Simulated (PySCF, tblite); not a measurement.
# C4H6F3N: geometry, infrared bands and NMR shifts

Aim: predict the infrared bands and NMR shifts of C4H6F3N (`C/C=N/CC(F)(F)F`).

The runs use tblite 0.8.0 and PySCF 2.14.0, with density-fitted response routines of our own; the level of theory stands in each step. All values are computed, except where a source is named. Atoms are numbered from 0 throughout.

### Step 1. Starting geometry

14 atoms, charge 0, multiplicity 1; geometry from: force field or distance geometry start.

Bonds of the start (Å): C0–C1 1.51, C1–N2 1.28, N2–C3 1.49, C3–C4 1.52, C4–F5 1.35, C4–F6 1.36, C4–F7 1.35, C0–H8 1.09, C0–H9 1.09, C0–H10 1.09, C1–H11 1.11, C3–H12 1.11, C3–H13 1.10.

### Step 2. Optimising the geometry with GFN2-xTB

What the job is given:

```
{"job": {"kind": "relax", "xc": "GFN2-xTB", "basis": "xTB"}, "charge": 0, "multiplicity": 1}
C      2.449900    -0.053200    -0.368600
C      1.047400     0.021700     0.177300
N      0.166600    -0.835500    -0.179000
C     -1.169500    -0.625500     0.444000
C     -2.025500     0.443400    -0.207600
F     -1.431700     1.657400    -0.144200
F     -2.266500     0.180200    -1.518800
F     -3.214700     0.556300     0.414800
H      3.150300    -0.186600     0.458800
H      2.662400     0.892000    -0.866900
H      2.539300    -0.879500    -1.076000
H      0.847500     0.821000     0.916300
H     -1.057800    -0.403300     1.529600
H     -1.698700    -1.589000     0.397900
```

Started as:

```
$ OMP_NUM_THREADS=1 python probes_run.py task.json out
```

One launch serves the whole session: the jobs run in the order shown.

Log:

```text
step      E/eV     max force
  0    -781.68830    2.119
  1    -781.77768    1.062
  2    -781.80438    0.690
  3    -781.81537    0.247
  4    -781.82083    0.206
  5    -781.82489    0.182
  6    -781.82847    0.139
  7    -781.83093    0.137
  8    -781.83276    0.145
  9    -781.83426    0.117
 10    -781.83556    0.112
 11    -781.83676    0.097
 12    -781.83809    0.092
 13    -781.83962    0.117
 14    -781.84112    0.128
 15    -781.84238    0.115
 16    -781.84351    0.089
 17    -781.84455    0.102
 18    -781.84540    0.072
 19    -781.84601    0.061
 20    -781.84649    0.058
 21    -781.84700    0.078
 22    -781.84755    0.067
 23    -781.84803    0.056
 24    -781.84841    0.049
 25    -781.84877    0.060
 26    -781.84920    0.067
 27    -781.84967    0.067
 28    -781.85019    0.066
 29    -781.85076    0.054
 30    -781.85141    0.077
 31    -781.85207    0.061
 32    -781.85269    0.073
 33    -781.85331    0.073
 34    -781.85403    0.091
 35    -781.85486    0.101
 36    -781.85564    0.066
 37    -781.85620    0.051
 38    -781.85654    0.039
 39    -781.85677    0.041
 40    -781.85693    0.027
 41    -781.85704    0.024
 42    -781.85714    0.025
 43    -781.85724    0.029
 44    -781.85736    0.028
 45    -781.85746    0.029
 46    -781.85755    0.028
 47    -781.85764    0.024
 48    -781.85775    0.028
 49    -781.85787    0.031
 50    -781.85799    0.035
 51    -781.85816    0.037
 52    -781.85838    0.048
 53    -781.85866    0.052
 54    -781.85899    0.061
 55    -781.85936    0.068
 56    -781.85981    0.067
 57    -781.86047    0.060
 58    -781.86129    0.076
 59    -781.86217    0.114
 60    -781.86259    0.107
 61    -781.86338    0.065
 62    -781.86385    0.047
 63    -781.86435    0.051
 64    -781.86455    0.047
 65    -781.86485    0.037
 66    -781.86502    0.026
 67    -781.86510    0.015
 68    -781.86513    0.014
 69    -781.86516    0.013
 70    -781.86520    0.016
 71    -781.86525    0.016
 72    -781.86528    0.017
 73    -781.86531    0.020
 74    -781.86534    0.018
 75    -781.86538    0.021
 76    -781.86542    0.020
 77    -781.86546    0.015
 78    -781.86549    0.016
 79    -781.86552    0.017
 80    -781.86558    0.023
 81    -781.86566    0.033
 82    -781.86577    0.036
 83    -781.86588    0.027
 84    -781.86595    0.021
 85    -781.86600    0.014
 86    -781.86603    0.012
 87    -781.86606    0.011
 88    -781.86608    0.011
 89    -781.86610    0.010
 90    -781.86612    0.008
```

Wall time 1.8 s (1 thread of Intel Xeon at 2.50GHz, shared host); peak memory 0.18 GiB.

Relaxation path: (not every step is listed)

| step | energy from step 0 (eV) | largest force (eV/Å) |
| --- | --- | --- |
| 0 | 0.0000 | 2.1192 |
| 1 | -0.0894 | 1.0618 |
| 2 | -0.1161 | 0.6903 |
| 3 | -0.1271 | 0.2474 |
| 4 | -0.1325 | 0.2058 |
| 5 | -0.1366 | 0.1818 |
| 6 | -0.1402 | 0.1388 |
| 7 | -0.1426 | 0.1370 |
| 8 | -0.1445 | 0.1450 |
| 15 | -0.1541 | 0.1149 |
| 22 | -0.1592 | 0.0665 |
| 29 | -0.1625 | 0.0539 |
| 36 | -0.1673 | 0.0660 |
| 43 | -0.1689 | 0.0294 |
| 50 | -0.1697 | 0.0351 |
| 57 | -0.1722 | 0.0603 |
| 64 | -0.1762 | 0.0468 |
| 71 | -0.1769 | 0.0162 |
| 78 | -0.1772 | 0.0157 |
| 85 | -0.1777 | 0.0141 |
| 86 | -0.1777 | 0.0121 |
| 87 | -0.1778 | 0.0114 |
| 88 | -0.1778 | 0.0112 |
| 89 | -0.1778 | 0.0100 |
| 90 | -0.1778 | 0.0085 |

Distances of close pairs at the start and the end, largest changes first:

| bond | before (Å) | after (Å) | change (Å) |
| --- | --- | --- | --- |
| N2–C3 | 1.489 | 1.430 | -0.059 |
| C0–C1 | 1.507 | 1.481 | -0.026 |
| C4–F6 | 1.359 | 1.333 | -0.026 |
| C1–N2 | 1.280 | 1.256 | -0.024 |
| C4–F5 | 1.353 | 1.341 | -0.012 |
| C3–H12 | 1.114 | 1.104 | -0.010 |
| C3–C4 | 1.517 | 1.524 | +0.007 |
| C3–H13 | 1.100 | 1.094 | -0.007 |

The next job starts from the end point, and lists it.

### Step 3. Infrared spectrum with GFN2-xTB

What the job is given:

```
{"job": {"kind": "ir", "xc": "GFN2-xTB", "basis": "xTB"}, "charge": 0, "multiplicity": 1}
C      2.435822    -0.052251    -0.391477
C      1.132820    -0.020387     0.311293
N      0.118623    -0.580076    -0.173710
C     -1.140122    -0.515326     0.502729
C     -2.082875     0.378711    -0.293421
F     -1.628582     1.638025    -0.374664
F     -2.282894    -0.044694    -1.541824
F     -3.293073     0.450349     0.287898
H      3.189898    -0.506868     0.249615
H      2.755759     0.966458    -0.606665
H      2.348668    -0.612093    -1.317377
H      1.111511     0.512301     1.274251
H     -1.084339    -0.099283     1.523353
H     -1.581895    -1.515340     0.527834
```

Log:

```text
mode    cm-1     km/mol
  1      48.4      2.28
  2      51.3      3.64
  3     126.4      2.80
  4     174.8      0.47
  5     261.1      5.20
  6     270.3      3.05
  7     331.4      4.74
  8     361.5      2.20
  9     468.6     10.38
 10     475.6     11.39
 11     558.3     15.25
 12     597.3     42.75
 13     805.6     15.61
 14     874.2      2.36
 15     924.6     39.64
 16     955.9     32.40
 17    1033.3      6.88
 18    1062.4    296.29
 19    1076.6    170.22
 20    1118.9      9.11
 21    1154.0     38.49
 22    1184.1    180.20
 23    1199.0    121.88
 24    1287.5     16.34
 25    1331.8     12.09
 26    1386.3     34.86
 27    1423.4      6.71
 28    1450.3     15.14
 29    1451.6     11.81
 30    1762.6    118.69
 31    2828.7     86.31
 32    2840.1     84.38
 33    2973.1      5.84
 34    3009.9      9.47
 35    3021.6      8.50
 36    3071.1     10.96
```

It took 2 s on 1 thread of Intel Xeon at 2.50GHz, shared host; peak memory 0.18 GiB.

The strongest bands and the atoms that carry them (share of the mass-weighted mode):

| cm⁻¹ | km/mol | atoms |
| --- | --- | --- |
| 597 | 42.8 | F7 33 %, C3 19 %, C4 12 % |
| 1062 | 296.3 | C4 70 %, F7 19 % |
| 1077 | 170.2 | C4 24 %, H13 21 %, H12 11 % |
| 1184 | 180.2 | C4 67 % |
| 1199 | 121.9 | H13 30 %, H12 28 %, C4 22 % |
| 1763 | 118.7 | C1 54 %, N2 43 % |
| 2829 | 86.3 | H11 89 % |
| 2840 | 84.4 | H12 89 % |

### Step 4. Nuclear shieldings: PBE0/pcSseg-1

Settings changed since step 3:

```diff
@@ -1,2 +1,2 @@
-{"job": {"kind": "ir", "xc": "GFN2-xTB", "basis": "xTB"}, "charge": 0, "multiplicity": 1}
+{"job": {"kind": "nmr", "xc": "PBE0", "basis": "pcSseg-1"}, "charge": 0, "multiplicity": 1}
 C      2.435822    -0.052251    -0.391477
```

Level: GIAO PBE0/pcSseg-1 NMR shielding, non-relativistic, gas phase.

Log:

```text
coarse grid: 12384 points
cycle   1  E = -509.5312617802  dE =  1.185e+00  |g| = 8.997e-01  |ddm| = 3.217e+00
cycle   2  E = -509.4016383540  dE =  1.296e-01  |g| = 1.313e+00  |ddm| = 1.181e+00
cycle   3  E = -509.6720492361  dE = -2.704e-01  |g| = 6.803e-02  |ddm| = 6.869e-01
cycle   4  E = -509.6725705797  dE = -5.213e-04  |g| = 4.631e-02  |ddm| = 6.637e-02
cycle   5  E = -509.6729772289  dE = -4.066e-04  |g| = 1.664e-02  |ddm| = 3.917e-02
cycle   6  E = -509.6730346493  dE = -5.742e-05  |g| = 3.199e-03  |ddm| = 1.357e-02
cycle   7  E = -509.6730367675  dE = -2.118e-06  |g| = 3.981e-04  |ddm| = 2.343e-03
final grid: 122872 points
cycle   8  E = -509.7369205903  dE = -4.534e-05  |g| = 7.641e-03  |ddm| = 2.363e-02
cycle   9  E = -509.7369150540  dE =  5.536e-06  |g| = 9.701e-03  |ddm| = 1.290e-02
cycle  10  E = -509.7369335006  dE = -1.845e-05  |g| = 1.422e-03  |ddm| = 6.929e-03
cycle  11  E = -509.7369338857  dE = -3.851e-07  |g| = 4.311e-04  |ddm| = 1.114e-03
cycle  12  E = -509.7369339216  dE = -3.587e-08  |g| = 1.503e-04  |ddm| = 3.520e-04
cycle  13  E = -509.7369339253  dE = -3.759e-09  |g| = 2.636e-05  |ddm| = 1.074e-04
cycle  14  E = -509.7369339255  dE = -1.398e-10  |g| = 6.221e-06  |ddm| = 2.359e-05
converged SCF energy = -509.7369339255

GIAO shielding tensors (ppm)
atom      isotropic    diamagn.    paramagn.     s11        s22        s33       span
  0 C      159.808     249.227     -89.419    142.583    148.773    188.068     45.485
  1 C       14.508     256.646    -242.138    -82.435     14.607    111.351    193.786
  2 N      -89.177     329.828    -419.005   -414.525    -96.130    243.123    657.648
  3 C      120.030     249.277    -129.247    101.080    112.671    146.339     45.259
  4 C       53.650     243.197    -189.547     51.318     53.182     56.450      5.132
  5 F      260.483     476.604    -216.120    173.291    266.114    342.045    168.755
  6 F      257.662     473.545    -215.882    175.312    261.468    336.207    160.895
  7 F      256.479     469.168    -212.689    168.592    254.555    346.292    177.700
  8 H       29.621      27.886       1.735     26.747     27.414     34.703      7.956
  9 H       29.594      28.849       0.745     26.826     27.682     34.275      7.449
 10 H       29.336      29.555      -0.219     25.819     28.543     33.647      7.827
 11 H       23.765      32.639      -8.873     22.466     23.066     25.764      3.299
 12 H       28.157      30.733      -2.576     25.260     28.062     31.148      5.888
 13 H       27.050      28.781      -1.731     24.615     26.500     30.034      5.419
```

It took 88 s on 1 thread of Intel Xeon at 2.50GHz, shared host; peak memory 0.73 GiB.

The references, computed at this level on geometries of the same kind, shield at (ppm): 1H TMS 31.72, 13C TMS 186.9, 19F CFCl3 170.9, 15N NH3 267.7. Their shielding less the atom's gives the shift. The references are single molecules in the gas phase, so shifts against H2O, NH3, PH3, H3PO4 or CFCl3 are not on the usual liquid scales and can be off by tens of ppm. Atoms listed in one row are averaged.

| atoms | environment | σ (ppm) | δ (ppm) | δ scaled to CDCl3 |
| --- | --- | --- | --- | --- |
| C1 | C=N carbon | 14.5 | 172.4 | 166.4 |
| C4 | CF3 carbon | 53.6 | 133.3 | 128.2 |
| C3 | sp3 CH2 bonded to N | 120.0 | 66.9 | 63.4 |
| C0 | methyl carbon | 159.8 | 27.1 | 24.6 |
| H11 | hydrogen on a C=N carbon | 23.77 | 7.95 | 7.60 |
| H12, H13 | hydrogen on an sp3 CH2 bonded to N | 27.60 | 4.11 | 3.98 |
| H8, H9, H10 | hydrogen on a methyl carbon | 29.52 | 2.20 | 2.18 |
| N2 | imine nitrogen | -89.2 | 356.9 | – |
| F5, F6, F7 | fluorine of a CF3 group | 258.2 | -87.3 | – |

The scaled column applies a straight-line fit of computed shieldings to shifts measured in CDCl3, and one for carbons that bear F (root-mean-square error 0.16 ppm for H, 1.9 ppm for C).

The run also stored atomic charges by several schemes (e):

| atoms | Mulliken | IAO | Hirshfeld | ESP fit |
| --- | --- | --- | --- | --- |
| C0 | -0.23 | -0.44 | -0.12 | -0.52 |
| C1 | 0.01 | 0.06 | 0.06 | 0.51 |
| N2 | -0.41 | -0.29 | -0.16 | -0.50 |
| C3 | -0.08 | -0.20 | -0.05 | -0.23 |
| C4 | 0.76 | 0.81 | 0.26 | 0.53 |
| F5, F6, F7 | -0.27 | -0.28 | -0.10 | -0.18 |

Mayer bond orders: C0–C1 1.04, C1–N2 1.91, N2–C3 0.98, C3–C4 0.99, C4–F5 1.01, C4–F6 1.02, C4–F7 1.00.

### Step 5. Results

| quantity | value |
| --- | --- |
| strongest single infrared mode (GFN2-xTB) | 1062 cm⁻¹, 296 km/mol |
| zero-point energy (GFN2-xTB) | 61.4 kcal/mol |
| 13C shifts against TMS (PBE0/pcSseg-1) | 172.4, 133.3, 66.9, 27.1 ppm |
| 1H shifts against TMS (PBE0/pcSseg-1, means over atoms taken as alike) | 7.95, 4.11, 2.20 ppm |
| 15N shifts against NH3 (PBE0/pcSseg-1) | 356.9 ppm |
| 19F shifts against CFCl3 (PBE0/pcSseg-1, means over atoms taken as alike) | -87.3 ppm |

What this shows: Relaxing lowered the energy by 0.178 eV in 90 steps; the close pair that moved most is N2–C3, from 1.489 to 1.430 Å. No mode is imaginary among the 36: a minimum at this level. The strongest single mode, at 1062 cm⁻¹, moves mainly C4. GFN2-xTB is a fitted tight-binding method: band positions and strengths are rough. Its intensities can rank the bands wrongly. At PBE0/pcSseg-1: The largest span, 658 ppm, is at N2, where the paramagnetic term is -419 ppm.
